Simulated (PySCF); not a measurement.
# CsBe: bond curves at several levels of theory

What are the lowest state that PBE0 finds, the bond length, vibrational wavenumber and bond energy of CsBe, and how much do these hang on the method?

Computed with PySCF 2.14.0. Level: Cs def2-SVPD with ECP46, Be def2-SVPD, scalar-relativistic core potentials.

## Step 1: The job

Settings of the job:

* atoms: Cs, Be
* charge: 0
* basis: Cs def2-SVPD with ECP46, Be def2-SVPD
* Hamiltonian: scalar-relativistic core potentials
* basis functions: 39
* electrons treated: 13
* masses in u: 132.9054, 9.0122
* levels: PBE0, PBE, r²SCAN, r²SCANh, TPSSh, B2PLYP, HF, MP2, SCS-MP2, CCSD, CCSD(T)
* grid: 80 radial by 434 angular points
* occupations: held fixed by the projection of orbital angular momentum
* dissociation limit: Cs + Be, each in its ground configuration
* starting distance in angstrom: 3.165
* values of 2S to try: 1, 3

Run with:

```bash
$ OMP_NUM_THREADS=1 python dia.py task.json out
```

Further steps of the session: PBE0 along the bond; Higher solutions at PBE0; PBE; r²SCAN (meta-GGA); r²SCANh (hybrid meta-GGA); TPSSh (hybrid meta-GGA); B2PLYP; ROHF; Adding correlation.

Q: Predict the outcome of this session. Wanted: for each run, Re; ωe; De; μ.

The runs gave:

Lowest PBE0 solution found, without spin–orbit coupling: ²Σ⁺ (doublet), unpaired electrons σ ↑. State 3 has its PBE0 minimum 1.99 eV higher. The other levels ran on the lowest alone.

| level | Re (Å) | ωe (cm⁻¹) | De (eV) | μ (D) |
| --- | --- | --- | --- | --- |
| PBE | 3.770 | 142.8 | 0.358 | -4.00 |
| r²SCAN | 3.820 | 140.0 | 0.351 | -4.40 |
| TPSSh | 3.766 | 152.4 | 0.362 | -5.08 |
| r²SCANh | 3.823 | 139.0 | 0.326 | -4.48 |
| PBE0 | 3.790 | 140.2 | 0.281 | -4.27 |
| B2PLYP | 4.005 | 96.9 | 0.095 | -2.73 |

De is counted to Cs + Be in their ground configurations. A positive dipole means Cs(−)Be(+). No constants: ROHF (no minimum is bracketed among the points kept); ROHF-MP2 (no minimum is bracketed among the points kept); ROHF-SCS-MP2 (no minimum is bracketed among the points kept); ROHF-CCSD (no minimum is bracketed among the points kept); ROHF-CCSD(T) (no minimum is bracketed among the points kept).

In words: The methods spread over 0.240 Å in bond length, from TPSSh to B2PLYP. Of the levels with a De here, B2PLYP gives the least (0.095 eV) and TPSSh the most (0.362 eV).

Spin–orbit coupling is left out. B2PLYP dipoles, levels and charges come from its SCF part alone. With spin–orbit coupling the term label itself may not hold.
